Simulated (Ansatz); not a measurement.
**BH₄LiOSi: single points off equilibrium**

An exercise on one series of results from a longer session: the logs are not shown, and one member is left open.

Computed with Ansatz 0.2.0, Gaussian basis. Level: single points in def2-TZVPP.

Cores are frozen in the correlated methods. The outer core shell of Li, Na, Mg and K is correlated.

## The system as given

SMILES `[Li][SiH2]OB`, 8 atoms, charge 0, spin multiplicity 1.

Atoms are counted from 1 here; the program's logs count them from 0.

Bond lengths: Li1–Si2 2.471 Å, Li1–H7 2.003 Å, Si2–O3 1.725 Å, Si2–H5 1.441 Å, Si2–H6 1.563 Å, O3–B4 1.296 Å, B4–H7 1.289 Å, B4–H8 1.190 Å. Angles: Si2–Li1–H7 88.7°, Li1–Si2–O3 82.9°, Li1–Si2–H5 133.4°, Li1–Si2–H6 130.3°, O3–Si2–H5 96.1°, O3–Si2–H6 94.8°, H5–Si2–H6 96.2°, Si2–O3–B4 134.7°, O3–B4–H7 119.4°, O3–B4–H8 121.3°, H7–B4–H8 119.2°, Li1–H7–B4 114.1°.

Coordinates:

```xyz
8

Li   -2.1035    0.4605    0.1199
Si    0.1799    1.4023    0.0671
O     0.6348   -0.2612    0.0318
B    -0.0133   -1.3826   -0.0086
H     1.1139    1.7945    1.0924
H     1.0781    1.8098   -1.1458
H    -1.3019   -1.3686   -0.0366
H     0.5567   -2.4271   -0.0168
```

Set-up of the first run:

run/in.yaml reads:

```yaml
crystal:
  periodic: [false, false, false]
  atoms:
    - {symbol: Li, position_ang: [-2.103500, 0.460500, 0.119900]}
    - {symbol: Si, position_ang: [0.179900, 1.402300, 0.067100]}
    - {symbol: O, position_ang: [0.634800, -0.261200, 0.031800]}
    - {symbol: B, position_ang: [-0.013300, -1.382600, -0.008600]}
    - {symbol: H, position_ang: [1.113900, 1.794500, 1.092400]}
    - {symbol: H, position_ang: [1.078100, 1.809800, -1.145800]}
    - {symbol: H, position_ang: [-1.301900, -1.368600, -0.036600]}
    - {symbol: H, position_ang: [0.556700, -2.427100, -0.016800]}
basis:
  gaussian: {orbitals: def2-TZVPP}
correlation: {method: ccsd_t}
output: {forces: true}
```

The command line of these runs was not kept.

Steps of the session up to this table: CCSD(T)/def2-TZVPP; PBE0-D4/def2-TZVPP; wB97M-V/def2-TZVPP; r2SCAN-D4/def2-TZVPP; PBE-D4/def2-TZVPP; HSE06-D4/def2-TZVPP; LC-wPBE/def2-TZVPP.

One table of the session follows, with a row left open; its other results are not shown here.

| method | RMS force component (eV/Å) | angle to CCSD(T) forces (°) | dipole (D) |
| --- | --- | --- | --- |
| CCSD(T) | 0.560 | reference | 6.39 |
| PBE0-D4 | 0.508 | 15.5 | 6.10 |
| wB97M-V | 0.519 | 11.4 | 6.29 |
| r2SCAN-D4 | 0.513 | 9.1 | 6.09 |
| PBE-D4 | 0.560 | 13.9 | 5.76 |
| HSE06-D4 | 0.509 | 15.3 | 6.09 |
| LC-wPBE | ? | ? | ? |

**Question.** Estimate the row for LC-wPBE.

The run gave: RMS force component (eV/Å): 0.530; angle to CCSD(T) forces (°): 14.7; dipole (D): 6.35. In the column «RMS force component (eV/Å)» it lies between wB97M-V (0.519) and CCSD(T) (0.560).
